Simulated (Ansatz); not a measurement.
# CH5AlF2OS: two geometries relaxed, part 2 of 2

Are the two ends of the reaction (exchange4) separate minima, and which lies lower? Each is relaxed from a guess. Meant to form: Al1–O6, H5–S2; to break: Al1–S2, H5–O6. The start is a guess near the saddle point, from which both ends are pulled out.

Ansatz 0.2.0; RKS r2SCAN/STO-3G.

## Step 4: Pulling towards end B

Springs on the bonds that form and break draw the guess towards this end; the thresholds are loose.

input.yaml reads:

```yaml
crystal:
  periodic: [false, false, false]
  atoms:
    - { symbol: Al, position_ang: [-0.0058, -1.4828, 0.8751] }
    - { symbol: S, position_ang: [0.1818, 0.7247, 2.3079] }
    - { symbol: F, position_ang: [1.2824, -2.1345, 0.0901] }
    - { symbol: F, position_ang: [-1.149, -2.349, 1.6641] }
    - { symbol: H, position_ang: [-0.5989, 0.7127, 0.6932] }
    - { symbol: O, position_ang: [-0.8031, 0.0953, -0.4013] }
    - { symbol: C, position_ang: [-0.1492, 0.6713, -1.5084] }
    - { symbol: H, position_ang: [1.2112, 1.3083, 1.6937] }
    - { symbol: H, position_ang: [-0.5641, 1.6696, -1.6801] }
    - { symbol: H, position_ang: [-0.3388, 0.0409, -2.378] }
    - { symbol: H, position_ang: [0.9335, 0.7435, -1.3564] }
basis:
  gaussian: { orbitals: STO-3G }
hamiltonian:
  xc: r2scan
relax:
  f_tol: 0.15
  max_steps: 25
  restrain:
    - { distance: [0, 5], at: 1.87, k: 30.0 }
    - { distance: [4, 1], at: 1.36, k: 30.0 }
    - { distance: [0, 1], at: 3.56, k: 30.0 }
    - { distance: [4, 5], at: 2.27, k: 30.0 }
```

On the command line:

```console
$ ansatz run input.yaml --threads 1 --pin off --max-ram 2048MiB --backend cpu --events-out ev --progress --plain --runs-dir out
```

Log:

```text
Warning: RAYON_NUM_THREADS=1 ignored (pool sized by the plan → 1); use --threads N
The last accepted step is kept in <dir> (removed where the run ends without a failure and the disk answers)
Engine: ansatz 0.2.0, aarch64-unknown-linux-gnu
Functional definition: r2SCAN
  parameter k0 = 0.174
  parameter k1 = 0.065
  parameter a1 = 4.9479
  exchange = r2scan_x(k0 = k0, k1 = k1, a1 = a1)
  correlation = r2scan_c
602 factors; integrals over basis functions are off by at most 1.4e-5 eV
mean field evaluation 1: about -25706.7149 eV, gradient 3.0e1 eV
mean field evaluation 2: about -25701.6483 eV, gradient 5.2e1 eV
mean field evaluation 4: about -25710.1192 eV, gradient 2.4e0 eV
mean field evaluation 8: about -25710.0350 eV, gradient 1.2e-1 eV
mean field evaluation 16: about -25710.0350 eV, gradient 2.9e-5 eV
mean field -25710.03501424 eV, -944.8263598856 hartree, gradient 2.9e-5 eV, S^2 0.000000; 0 other end points of the search recorded, 0 dependent functions left out
the calculation of the forces begins
reference -25710.03502005 eV, -944.8263600993 hartree; 33, 33 occupied and 10, 10 virtual orbitals, 602 factors
relax step   1: F+E_penalty+E_count = -25710.03501424 eV  Δ(F+E_penalty+E_count) = +0.000e0 eV  max|allowed force component| = 5.504e0 eV/Å  E_restraint = 31.91436417 eV  max|allowed force component, restraints' pulls added| = 3.662e1 eV/Å  Δτ_max = 0.0000 Å  (25 SCF iters, accepted)
  distance Al 0 - O 5 = 2.1807 Å
  distance H 4 - S 1 = 1.7936 Å
  distance Al 0 - S 1 = 2.6384 Å
  distance H 4 - O 5 = 1.2731 Å
these checks for a lower state are left out or cut short: starts, cluster_reference, orbital_swaps, neighbouring_geometries, increment
602 factors; integrals over basis functions are off by at most 1.2e-5 eV
mean field -25709.49451821 eV, -944.8064970231 hartree, gradient 1.8e-5 eV, S^2 0.000000; 0 other end points of the search recorded, 0 dependent functions left out
the calculation of the forces begins
reference -25709.49452406 eV, -944.8064972378 hartree; 33, 33 occupied and 10, 10 virtual orbitals, 602 factors
relax step   2: F+E_penalty+E_count = -25709.49451821 eV  Δ(F+E_penalty+E_count) = +5.405e-1 eV  max|allowed force component| = 5.175e0 eV/Å  E_restraint = 15.71646408 eV  max|allowed force component, restraints' pulls added| = 2.506e1 eV/Å  Δτ_max = 0.1984 Å  (32 SCF iters, accepted)
  distance Al 0 - O 5 = 2.0754 Å
  distance H 4 - S 1 = 1.6156 Å
  distance Al 0 - S 1 = 2.8966 Å
  distance H 4 - O 5 = 1.5628 Å
these checks for a lower state are left out or cut short: starts, cluster_reference, orbital_swaps, neighbouring_geometries, increment
602 factors; integrals over basis functions are off by at most 1.2e-5 eV
mean field evaluation 32: about -25709.3931 eV, gradient 1.7e-5 eV
mean field -25709.39307030 eV, -944.8027688812 hartree, gradient 1.7e-5 eV, S^2 0.000000; 0 other end points of the search recorded, 0 dependent functions left out
the calculation of the forces begins
reference -25709.39307616 eV, -944.8027690965 hartree; 33, 33 occupied and 10, 10 virtual orbitals, 602 factors
relax step   3: F+E_penalty+E_count = -25709.39307030 eV  Δ(F+E_penalty+E_count) = +1.014e-1 eV  max|allowed force component| = 4.040e0 eV/Å  E_restraint = 5.63414832 eV  max|allowed force component, restraints' pulls added| = 1.344e1 eV/Å  Δτ_max = 0.1948 Å  (32 SCF iters, accepted)
  distance Al 0 - O 5 = 1.9737 Å
  distance H 4 - S 1 = 1.4612 Å
  distance Al 0 - S 1 = 3.1260 Å
  distance H 4 - O 5 = 1.8623 Å
these checks for a lower state are left out or cut short: starts, cluster_reference, orbital_swaps, neighbouring_geometries, increment
602 factors; integrals over basis functions are off by at most 1.2e-5 eV
mean field -25709.65662677 eV, -944.8124544028 hartree, gradient 1.5e-5 eV, S^2 0.000000; 0 other end points of the search recorded, 0 dependent functions left out
the calculation of the forces begins
reference -25709.65663270 eV, -944.8124546207 hartree; 33, 33 occupied and 10, 10 virtual orbitals, 602 factors
relax step   4: F+E_penalty+E_count = -25709.65662677 eV  Δ(F+E_penalty+E_count) = -2.636e-1 eV  max|allowed force component| = 2.558e0 eV/Å  E_restraint = 0.48515072 eV  max|allowed force component, restraints' pulls added| = 3.226e0 eV/Å  Δτ_max = 0.1948 Å  (32 SCF iters, accepted)
  distance Al 0 - O 5 = 1.8465 Å
  distance H 4 - S 1 = 1.3571 Å
  distance Al 0 - S 1 = 3.4199 Å
  distance H 4 - O 5 = 2.1598 Å
these checks for a lower state are left out or cut short: starts, cluster_reference, orbital_swaps, neighbouring_geometries, increment
602 factors; integrals over basis functions are off by at most 1.9e-5 eV
mean field -25710.07202421 eV, -944.8277199770 hartree, gradient 1.1e-5 eV, S^2 0.000000; 0 other end points of the search recorded, 0 dependent functions left out
the calculation of the forces begins
reference -25710.07203013 eV, -944.8277201947 hartree; 33, 33 occupied and 10, 10 virtual orbitals, 602 factors
relax step   5: F+E_penalty+E_count = -25710.07202421 eV  Δ(F+E_penalty+E_count) = -4.154e-1 eV  max|allowed force component| = 2.573e0 eV/Å  E_restraint = 0.07829518 eV  max|allowed force component, restraints' pulls added| = 1.444e0 eV/Å  Δτ_max = 0.1941 Å  (25 SCF iters, accepted)
  distance Al 0 - O 5 = 1.7988 Å
  distance H 4 - S 1 = 1.3604 Å
  distance Al 0 - S 1 = 3.5484 Å
  distance H 4 - O 5 = 2.2667 Å
these checks for a lower state are left out or cut short: starts, cluster_reference, orbital_swaps, neighbouring_geometries, increment
602 factors; integrals over basis functions are off by at most 3.3e-5 eV
mean field -25710.18044671 eV, -944.8317044302 hartree, gradient 1.1e-5 eV, S^2 0.000000; 0 other end points of the search recorded, 0 dependent functions left out
the calculation of the forces begins
reference -25710.18045248 eV, -944.8317046425 hartree; 33, 33 occupied and 10, 10 virtual orbitals, 602 factors
relax step   6: F+E_penalty+E_count = -25710.18044671 eV  Δ(F+E_penalty+E_count) = -1.084e-1 eV  max|allowed force component| = 1.607e0 eV/Å  E_restraint = 0.07058585 eV  max|allowed force component, restraints' pulls added| = 7.710e-1 eV/Å  Δτ_max = 0.1567 Å  (25 SCF iters, accepted)
  distance Al 0 - O 5 = 1.8020 Å
  distance H 4 - S 1 = 1.3665 Å
  distance Al 0 - S 1 = 3.5657 Å
  distance H 4 - O 5 = 2.2718 Å
these checks for a lower state are left out or cut short: starts, cluster_reference, orbital_swaps, neighbouring_geometries, increment
602 factors; integrals over basis functions are off by at most 3.3e-5 eV
mean field -25710.19312174 eV, -944.8321702290 hartree, gradient 1.1e-5 eV, S^2 0.000000; 0 other end points of the search recorded, 0 dependent functions left out
the calculation of the forces begins
reference -25710.19312752 eV, -944.8321704415 hartree; 33, 33 occupied and 10, 10 virtual orbitals, 602 factors
relax step   7: F+E_penalty+E_count = -25710.19312174 eV  Δ(F+E_penalty+E_count) = -1.268e-2 eV  max|allowed force component| = 1.355e0 eV/Å  E_restraint = 0.06437234 eV  max|allowed force component, restraints' pulls added| = 4.246e-1 eV/Å  Δτ_max = 0.0900 Å  (26 SCF iters, accepted)
  distance Al 0 - O 5 = 1.8064 Å
  distance H 4 - S 1 = 1.3689 Å
  distance Al 0 - S 1 = 3.5523 Å
  distance H 4 - O 5 = 2.2594 Å
these checks for a lower state are left out or cut short: starts, cluster_reference, orbital_swaps, neighbouring_geometries, increment
602 factors; integrals over basis functions are off by at most 2.7e-5 eV
mean field evaluation 64: about -25710.3137 eV, gradient 1.5e-3 eV
mean field -25710.20393816 eV, -944.8325677254 hartree, gradient 2.2e-5 eV, S^2 0.000000; 0 other end points of the search recorded, 0 dependent functions left out
the calculation of the forces begins
reference -25710.20394395 eV, -944.8325679379 hartree; 33, 33 occupied and 10, 10 virtual orbitals, 602 factors
relax step   8: F+E_penalty+E_count = -25710.20393816 eV  Δ(F+E_penalty+E_count) = -1.082e-2 eV  max|allowed force component| = 1.707e0 eV/Å  E_restraint = 0.06046910 eV  max|allowed force component, restraints' pulls added| = 3.286e-1 eV/Å  Δτ_max = 0.2000 Å  (31 SCF iters, accepted)
  distance Al 0 - O 5 = 1.8068 Å
  distance H 4 - S 1 = 1.3645 Å
  distance Al 0 - S 1 = 3.5564 Å
  distance H 4 - O 5 = 2.2691 Å
these checks for a lower state are left out or cut short: starts, cluster_reference, orbital_swaps, neighbouring_geometries, increment
602 factors; integrals over basis functions are off by at most 2.5e-5 eV
mean field -25710.20965374 eV, -944.8327777688 hartree, gradient 1.1e-5 eV, S^2 0.000000; 0 other end points of the search recorded, 0 dependent functions left out
the calculation of the forces begins
reference -25710.20965959 eV, -944.8327779840 hartree; 33, 33 occupied and 10, 10 virtual orbitals, 602 factors
relax step   9: F+E_penalty+E_count = -25710.20965374 eV  Δ(F+E_penalty+E_count) = -5.716e-3 eV  max|allowed force component| = 1.679e0 eV/Å  E_restraint = 0.06005732 eV  max|allowed force component, restraints' pulls added| = 2.116e-1 eV/Å  Δτ_max = 0.1340 Å  (26 SCF iters, accepted)
  distance Al 0 - O 5 = 1.8075 Å
  distance H 4 - S 1 = 1.3645 Å
  distance Al 0 - S 1 = 3.5520 Å
  distance H 4 - O 5 = 2.2664 Å
these checks for a lower state are left out or cut short: starts, cluster_reference, orbital_swaps, neighbouring_geometries, increment
602 factors; integrals over basis functions are off by at most 2.4e-5 eV
mean field -25710.21479144 eV, -944.8329665759 hartree, gradient 2.3e-5 eV, S^2 0.000000; 0 other end points of the search recorded, 0 dependent functions left out
the calculation of the forces begins
reference -25710.21479728 eV, -944.8329667907 hartree; 33, 33 occupied and 10, 10 virtual orbitals, 602 factors
relax step  10: F+E_penalty+E_count = -25710.21479144 eV  Δ(F+E_penalty+E_count) = -5.138e-3 eV  max|allowed force component| = 1.749e0 eV/Å  E_restraint = 0.06050106 eV  max|allowed force component, restraints' pulls added| = 9.847e-2 eV/Å  Δτ_max = 0.0668 Å  (25 SCF iters, accepted)
  distance Al 0 - O 5 = 1.8081 Å
  distance H 4 - S 1 = 1.3633 Å
  distance Al 0 - S 1 = 3.5489 Å
  distance H 4 - O 5 = 2.2620 Å
602 factors; integrals over basis functions are off by at most 2.4e-5 eV
mean field evaluation 96: about -25710.2148 eV, gradient 2.5e-3 eV
mean field -25710.21479144 eV, -944.8329665759 hartree, gradient 2.3e-5 eV, S^2 0.000000; 1 other end points of the search recorded, 0 dependent functions left out
the calculation of the forces begins
reference -25710.21479728 eV, -944.8329667907 hartree; 33, 33 occupied and 10, 10 virtual orbitals, 602 factors
Total energy: -25710.21479728 eV, -944.8329667907 hartree
Atom 0 at    -0.257079    -1.602281     0.278134 Å, force    -0.782652     1.748735    -0.544212 eV/Å
Atom 1 at     0.285966     1.130467     2.476332 Å, force     0.078760    -0.162688    -0.169792 eV/Å
Atom 2 at     1.266494    -1.997303    -0.145023 Å, force    -0.020224    -0.023971     0.011591 eV/Å
Atom 3 at    -1.133152    -2.520807     1.298556 Å, force     0.037707     0.034005    -0.039250 eV/Å
Atom 4 at    -0.513328     1.192204     1.373707 Å, force    -0.069178    -0.101237    -0.180793 eV/Å
Atom 5 at    -1.031109    -0.114872    -0.398317 Å, force     0.882520    -1.413232     0.834461 eV/Å
Atom 6 at    -0.161663     0.435201    -1.435844 Å, force    -0.002046    -0.058707     0.007311 eV/Å
Atom 7 at     1.333489     1.639493     1.772798 Å, force    -0.098471    -0.035214     0.047824 eV/Å
Atom 8 at    -0.544017     1.439090    -1.716630 Å, force    -0.013632    -0.016090     0.008264 eV/Å
Atom 9 at    -0.148943    -0.172786    -2.371749 Å, force     0.015284     0.035372     0.031563 eV/Å
Atom 10 at     0.903342     0.571596    -1.132064 Å, force    -0.028067    -0.006973    -0.006967 eV/Å
Dipole moment:     0.161939    -0.028945    -0.250132 e Å
```

Wall time 57 s (1 thread of Arm Neoverse V2, shared host); peak memory 0.2 GiB.

Relaxation path:

```csv
step,energy from step 1 (eV),largest force component (eV/Å)
1,0.0000,5.5043
2,0.5405,5.1747
3,0.6419,4.0405
4,0.3784,2.5584
5,-0.0370,2.5726
6,-0.1454,1.6074
7,-0.1581,1.3546
8,-0.1689,1.7071
9,-0.1746,1.6790
10,-0.1798,1.7487
```

Step 1 is the start. Energies and forces in the table leave out the springs, which the log lists apart; the run stops on the force with the springs' pull added.

After: Bond lengths: Al1–F3 1.630 Å, Al1–F4 1.629 Å, S2–H5 1.363 Å, Al1–O6 1.808 Å, O6–C7 1.461 Å, S2–H8 1.361 Å, C7–H9 1.110 Å, C7–H10 1.116 Å, C7–H11 1.116 Å. Angles: F3–Al1–F4 121.9°, F3–Al1–O6 120.2°, F4–Al1–O6 117.9°, H5–S2–H8 90.9°, Al1–O6–C7 108.7°, O6–C7–H9 108.4°, O6–C7–H10 113.4°, O6–C7–H11 114.9°, H9–C7–H10 106.5°, H9–C7–H11 106.7°, H10–C7–H11 106.5°.

Pairs that crossed the distance rule for bonds on the way: came closer S2–H5; moved apart Al1–S2.

## Step 5: End point B

It starts where the restrained run ended.

input.yaml reads:

```yaml
crystal:
  periodic: [false, false, false]
  atoms:
    - { symbol: Al, position_ang: [-0.257079, -1.602281, 0.278134] }
    - { symbol: S, position_ang: [0.285966, 1.130467, 2.476332] }
    - { symbol: F, position_ang: [1.266494, -1.997303, -0.145023] }
    - { symbol: F, position_ang: [-1.133152, -2.520807, 1.298556] }
    - { symbol: H, position_ang: [-0.513328, 1.192204, 1.373707] }
    - { symbol: O, position_ang: [-1.031109, -0.114872, -0.398317] }
    - { symbol: C, position_ang: [-0.161663, 0.435201, -1.435844] }
    - { symbol: H, position_ang: [1.333489, 1.639493, 1.772798] }
    - { symbol: H, position_ang: [-0.544017, 1.43909, -1.71663] }
    - { symbol: H, position_ang: [-0.148943, -0.172786, -2.371749] }
    - { symbol: H, position_ang: [0.903342, 0.571596, -1.132064] }
basis:
  gaussian: { orbitals: STO-3G }
hamiltonian:
  xc: r2scan
relax:
  f_tol: 0.03
  max_steps: 50
```

On the command line:

```console
$ ansatz run input.yaml --threads 1 --pin off --max-ram 2048MiB --backend cpu --events-out ev --progress --plain --runs-dir out
```

Log, shortened:

```text
Warning: RAYON_NUM_THREADS=1 ignored (pool sized by the plan → 1); use --threads N
[...]
Functional definition: r2SCAN
[...]
598 factors; integrals over basis functions are off by at most 2.0e-5 eV
[...]
mean field -25710.21479803 eV, -944.8329668182 hartree, gradient 4.2e-5 eV, S^2 0.000000; 0 other end points of the search recorded, 0 dependent functions left out
[...]
reference -25710.21480388 eV, -944.8329670330 hartree; 33, 33 occupied and 10, 10 virtual orbitals, 598 factors
relax step   1: F+E_penalty+E_count = -25710.21479803 eV  Δ(F+E_penalty+E_count) = +0.000e0 eV  max|allowed force component| = 1.749e0 eV/Å  Δτ_max = 0.0000 Å  (24 SCF iters, accepted)
[...]
relax step   5: F+E_penalty+E_count = -25711.18658354 eV  Δ(F+E_penalty+E_count) = -1.785e-1 eV  max|allowed force component| = 2.420e0 eV/Å  Δτ_max = 0.1964 Å  (31 SCF iters, accepted)
[...]
Atom 1 at     0.164194     0.623323     2.192102 Å, force     0.010623     0.006683     0.007317 eV/Å
Atom 2 at     1.335469    -1.587875     0.079648 Å, force    -0.004921    -0.006417     0.002888 eV/Å
Atom 3 at    -1.114815    -2.304031     1.317636 Å, force     0.012913     0.005616    -0.006359 eV/Å
Atom 4 at    -0.633486     0.834546     0.650697 Å, force     0.001393     0.005841    -0.010518 eV/Å
Atom 5 at    -0.915314     0.128598    -0.203934 Å, force     0.004776    -0.016456    -0.001118 eV/Å
Atom 6 at    -0.181506     0.549860    -1.405853 Å, force     0.004926     0.003042     0.005240 eV/Å
Atom 7 at     1.377776     0.960834     1.686432 Å, force    -0.011514    -0.002750     0.001164 eV/Å
Atom 8 at    -0.609104     1.495325    -1.792572 Å, force     0.004027    -0.004495     0.003451 eV/Å
Atom 9 at    -0.289334    -0.232487    -2.180437 Å, force    -0.002504     0.008132     0.006746 eV/Å
Atom 10 at     0.902252     0.698773    -1.209143 Å, force    -0.009067    -0.003039    -0.003475 eV/Å
Dipole moment:     0.146060     0.357136    -0.339877 e Å
```

Run time: 90 s. Hardware: 1 thread of Arm Neoverse V2, shared host; peak memory 0.2 GiB.

Relaxation path:

```csv
step,energy from step 1 (eV),largest force component (eV/Å)
1,0.0000,1.7487
2,-0.2305,0.6883
3,-0.4631,0.5204
4,-0.7933,1.0186
5,-0.9718,2.4204
6,-1.3418,1.5201
7x,-1.2746,3.1808
8,-1.4843,0.5671
9,-1.5245,0.4602
10,-1.5319,0.3552
11x,-1.5292,0.4403
12,-1.5366,0.1000
13,-1.5376,0.0466
14,-1.5380,0.0482
15,-1.5383,0.0303
16,-1.5384,0.0165
```

Step 1 is the start. 2 steps were tried and not accepted (marked x).

After: Bond lengths: Al1–S2 2.237 Å, Al1–F3 1.636 Å, Al1–F4 1.631 Å, Al1–O6 1.896 Å, H5–O6 1.144 Å, O6–C7 1.470 Å, S2–H8 1.357 Å, C7–H9 1.107 Å, C7–H10 1.106 Å, C7–H11 1.111 Å. Angles (14 of 16 angles, heavy atoms first): S2–Al1–F3 114.6°, S2–Al1–F4 116.9°, S2–Al1–O6 80.2°, F3–Al1–F4 120.5°, F3–Al1–O6 107.1°, F4–Al1–O6 109.0°, Al1–O6–C7 115.2°, Al1–S2–H8 93.3°, Al1–O6–H5 83.5°, H5–O6–C7 108.1°, O6–C7–H9 109.7°, O6–C7–H10 108.7°, O6–C7–H11 112.4°, H9–C7–H10 108.8°.

Pairs that crossed the distance rule for bonds on the way: came closer Al1–S2, H5–O6; moved apart S2–H5.

## Step 6: Results

What follows sums up all 2 parts.

| quantity | value |
| --- | --- |
| end A | 10 moves, 1.562 eV lower |
| end B | 13 moves, 1.538 eV lower |
| largest difference between the ends | 0.20 Å |
| end B relative to end A | -0.001 eV |

What this shows: Both starts fell into the same minimum (no atom differs by more than 0.20 Å), so from this start no second minimum was found and no band was run; another arrangement could still be one. The basis is very small, so the numbers are rough.
